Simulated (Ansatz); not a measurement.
# CoF4: the cost of one run

Method: the levels named in each step, in Ansatz 0.2.0.

**1. The structure to begin with**

Bond lengths: F1–Co2 1.671 Å, Co2–F3 1.672 Å, Co2–F4 1.671 Å, Co2–F5 1.673 Å. Angles: F1–Co2–F3 88.5°, F1–Co2–F4 119.8°, F1–Co2–F5 122.3°, F3–Co2–F4 122.3°, F3–Co2–F5 119.6°, F4–Co2–F5 88.0°.

As a file:

```xyz
5

F    -0.3735   -0.0320    1.6301
Co   -0.0014   -0.0012    0.0015
F    -1.3272    0.9899   -0.2374
F     0.2038   -1.4349   -0.8320
F     1.4999    0.4753   -0.5632
```

**2. A rough first relaxation, PBE-D4/def2-SVP**

This run stands in another session on the same molecule. It ended at:

```xyz
5

F    -0.2882   -0.0945    1.7050
Co   -0.0176   -0.0414    0.0075
F    -1.2834    1.0557   -0.3612
F     0.1205   -1.5419   -0.8277
F     1.4702    0.6191   -0.5245
```

**3. Relaxation, HF/STO-3G**

Input file input.yaml:

```yaml
crystal:
  periodic: [false, false, false]
  atoms:
    - { symbol: F, position_ang: [-0.28820124, -0.09447101, 1.70499286] }
    - { symbol: Co, position_ang: [-0.01757209, -0.04137206, 0.00746816] }
    - { symbol: F, position_ang: [-1.28341518, 1.05567286, -0.36117319] }
    - { symbol: F, position_ang: [0.12053084, -1.54186312, -0.82773556] }
    - { symbol: F, position_ang: [1.47024767, 0.61912333, -0.52454227] }
magnetization:
  spin_polarized: true
  initial_magnetization: 1
basis:
  gaussian: { orbitals: STO-3G }
hamiltonian:
  xc: hf
relax:
  f_tol: 0.002
  max_steps: 150
```

Launch:

```console
$ ansatz run input.yaml --threads 2 --pin off --max-ram 5120MiB --backend cpu --events-out ev --progress --plain --runs-dir out
```

Q: Estimate wall time and peak memory on 2 threads of AMD EPYC (Zen 3), shared host.

About 5.5 min, with a peak of 0.16 GiB.
